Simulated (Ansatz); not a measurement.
**C₄H₄F₄: how energies converge with the basis set**

The task here is to estimate one member of a computed series from the others.

Program: Ansatz 0.2.0, Gaussian basis. Level of theory: one geometry, several basis sets. These are calculated values, not measurements.

Plan: PBE0-D4/def2-SVP; ωB97M-V/def2-SVP; PBE0-D4/def2-QZVPP; ωB97M-V/def2-QZVPP; the functionals' def2-TZVPP values are taken from earlier runs.

## The geometry

All runs share one geometry, relaxed beforehand with PBE0-D4 in a triple-zeta def2 set.

SMILES `FC/C=C(/F)C(F)F`, 12 atoms, charge 0, spin multiplicity 1.

Atoms are counted from 1 here; the program's logs count them from 0.

Bond lengths: F1–C2 1.377 Å, C2–C3 1.484 Å, C2–H9 1.096 Å, C2–H10 1.096 Å, C3–C4 1.323 Å, C3–H11 1.087 Å, C4–F5 1.338 Å, C4–C6 1.496 Å, C6–F7 1.357 Å, C6–F8 1.356 Å, C6–H12 1.088 Å. Angles: F1–C2–C3 114.1°, F1–C2–H9 107.6°, F1–C2–H10 107.6°, C3–C2–H9 109.7°, C3–C2–H10 109.7°, H9–C2–H10 107.9°, C2–C3–C4 130.3°, C2–C3–H11 113.7°, C4–C3–H11 115.9°, C3–C4–F5 119.1°, C3–C4–C6 129.5°, F5–C4–C6 111.4°, C4–C6–F7 109.4°, C4–C6–F8 109.3°, C4–C6–H12 112.8°, F7–C6–F8 107.1°, F7–C6–H12 109.1°, F8–C6–H12 109.1°.

Set-up of the first run:

File in.yaml:

```yaml
crystal:
  periodic: [false, false, false]
  atoms:
    - {symbol: F, position_ang: [-0.356797, -0.396021, -1.875388]}
    - {symbol: C, position_ang: [-0.970004, -1.108932, -0.869136]}
    - {symbol: C, position_ang: [-0.581022, -0.683740, 0.498873]}
    - {symbol: C, position_ang: [0.252562, 0.262896, 0.896714]}
    - {symbol: F, position_ang: [0.437750, 0.457692, 2.207374]}
    - {symbol: C, position_ang: [1.073352, 1.213001, 0.083040]}
    - {symbol: F, position_ang: [0.732753, 2.487243, 0.400625]}
    - {symbol: F, position_ang: [2.383377, 1.060234, 0.399765]}
    - {symbol: H, position_ang: [-2.053094, -0.998296, -0.996321]}
    - {symbol: H, position_ang: [-0.720846, -2.166710, -1.012290]}
    - {symbol: H, position_ang: [-1.068222, -1.250299, 1.288416]}
    - {symbol: H, position_ang: [0.946990, 1.067733, -0.987571]}
basis:
  gaussian: {orbitals: def2-SVP}
hamiltonian: {xc: pbe0, dispersion: d4}
output: {orbitals: {seedname: orbitals}}
```

On the command line:

```
$ ansatz run in.yaml --threads 4 --pin off --events-out ev --progress --plain --max-ram 11315MiB
```

Steps of the session up to this table: PBE0-D4 in def2-SVP; ωB97M-V in def2-SVP; PBE0-D4 in def2-QZVPP; ωB97M-V in def2-QZVPP.

One table of the session follows, with a row left open; its other results are not shown here.

It belongs to the step «Density functionals: the series». 

```
functional       basis  HOMO (eV)  LUMO (eV)
   PBE0-D4    def2-SVP      -7.96      -0.36
   PBE0-D4  def2-TZVPP      -8.05      -0.52
   PBE0-D4  def2-QZVPP      -8.08      -0.59
   ωB97M-V    def2-SVP          ?          ?
   ωB97M-V  def2-TZVPP     -10.30       1.66
   ωB97M-V  def2-QZVPP     -10.34       1.56
```

Estimate the missing values for ωB97M-V, def2-SVP.

As computed: HOMO (eV): -10.19; LUMO (eV): 1.89. In the column «HOMO (eV)» it lies between ωB97M-V, def2-TZVPP (-10.30) and PBE0-D4, def2-QZVPP (-8.08).
